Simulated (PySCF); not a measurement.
# From one method to the next for TlH

What do other methods print for TlH?

Computed with PySCF 2.14.0. Level: method and basis as typed in the scripts.

8 further runs of the same task are left out: 1 for a known fault of the program, 7 that didn't finish.

**1. The system as given**

TlH: 2 atoms, charge 0, spin multiplicity 1.

Bond lengths: Tl1–H2 1.750 Å.

**2. Base script**

Contents of input.py:

```python
from pyscf import gto, dft
from pyscf.geomopt.geometric_solver import optimize

mol = gto.M(
    atom='Tl 0 0 0; H 0 0 1.75',
    basis='crenbl',
    ecp={'Tl': 'crenbl'},
    charge=0,
    spin=0,
    symmetry=True,
    verbose=3,
)
mf = dft.RKS(mol, xc='wb97')
mf.kernel()
g = mf.nuc_grad_method()
g.grid_response = True
mol_eq = optimize(g.as_scanner(), maxsteps=30)
print('optimised geometry (angstrom)')
print(mol_eq.tostring('raw'))
print('orbital energies (hartree):', mf.mo_energy[..., max(0, mol.nelec[1]-3):mol.nelec[0]+3].round(4))
```

Run with:

```console
$ python input.py
```

**3. 0.5*hf+0.5*b88,lyp**

Variant 1 changes functional: wb97 → 0.5*hf+0.5*b88,lyp.

input.py, as its differences from that of step 2:

```diff
@@ -12,3 +12,3 @@
 )
-mf = dft.RKS(mol, xc='wb97')
+mf = dft.RKS(mol, xc='0.5*hf+0.5*b88,lyp')
 mf.kernel()
```

**4. MP2 (RHF)**

Variant 2 changes step after the SCF: optimize → mp2; SCF type: RKS → RHF; functional: wb97 → none (Hartree–Fock).

Contents of input.py:

```python
from pyscf import gto, scf, mp

mol = gto.M(
    atom='Tl 0 0 0; H 0 0 1.75',
    basis='crenbl',
    ecp={'Tl': 'crenbl'},
    charge=0,
    spin=0,
    symmetry=True,
    verbose=3,
)
mf = scf.RHF(mol)
mf.kernel()
mp.MP2(mf).kernel()
mf.dip_moment()
print('orbital energies (hartree):', mf.mo_energy[..., max(0, mol.nelec[1]-3):mol.nelec[0]+3].round(4))
```

**5. B3lyp5**

Variant 3 changes functional: wb97 → b3lyp5.

input.py, as its differences from that of step 2:

```diff
@@ -12,3 +12,3 @@
 )
-mf = dft.RKS(mol, xc='wb97')
+mf = dft.RKS(mol, xc='b3lyp5')
 mf.kernel()
```

**6. Lda,vwn**

Variant 4 changes functional: wb97 → lda,vwn.

input.py, as its differences from that of step 2:

```diff
@@ -12,3 +12,3 @@
 )
-mf = dft.RKS(mol, xc='wb97')
+mf = dft.RKS(mol, xc='lda,vwn')
 mf.kernel()
```

**7. UKS**

Variant 5 changes SCF type: RKS → UKS.

input.py, as its differences from that of step 2:

```diff
@@ -12,3 +12,3 @@
 )
-mf = dft.RKS(mol, xc='wb97')
+mf = dft.UKS(mol, xc='wb97')
 mf.kernel()
@@ -19,2 +19,2 @@
 print(mol_eq.tostring('raw'))
-print('orbital energies (hartree):', mf.mo_energy[..., max(0, mol.nelec[1]-3):mol.nelec[0]+3].round(4))
+print('orbital energies (hartree):', [e[max(0, n-3):n+3].round(4) for e, n in zip(mf.mo_energy, mol.nelec)])
```

**8. Population analysis**

Variant 6 changes step after the SCF: optimize → analyze.

Contents of input.py:

```python
from pyscf import gto, dft

mol = gto.M(
    atom='Tl 0 0 0; H 0 0 1.75',
    basis='crenbl',
    ecp={'Tl': 'crenbl'},
    charge=0,
    spin=0,
    symmetry=True,
    verbose=3,
)
mf = dft.RKS(mol, xc='wb97')
mf.kernel()
mf.mulliken_pop()
mf.dip_moment()
print('orbital energies (hartree):', mf.mo_energy[..., max(0, mol.nelec[1]-3):mol.nelec[0]+3].round(4))
```

Before running it: what results should come out? Wanted: for each run, E(SCF); from base; SCF dipole; after the SCF.

**Answer**, as computed:

| run | E(SCF) (hartree) | from base (eV) | SCF dipole (D) | after the SCF |
| --- | --- | --- | --- | --- |
| base | -52.160227 | 0 | n/a | bond 1.990 Å, -0.271 eV |
| 0.5*hf+0.5*b88,lyp | -51.656696 | not comparable | n/a | bond 1.982 Å, -0.247 eV |
| MP2 (RHF) | -50.621625 | not comparable | 0.40 | MP2 correlation -5.322 eV |
| b3lyp5 | -52.055526 | not comparable | n/a | bond 2.030 Å, -0.337 eV |
| lda,vwn | -52.174715 | not comparable | n/a | bond 2.026 Å, -0.328 eV |
| UKS | -52.160227 | 0.0000 | n/a | bond 1.990 Å, -0.271 eV |
| population analysis | -52.160227 | 0.0000 | 0.77 | n/a |

SCF columns refer to the geometry typed in the script.

In words: No change of the SCF energy comes from UKS. Total energies of different functionals can't be compared with each other; differences within one functional can.
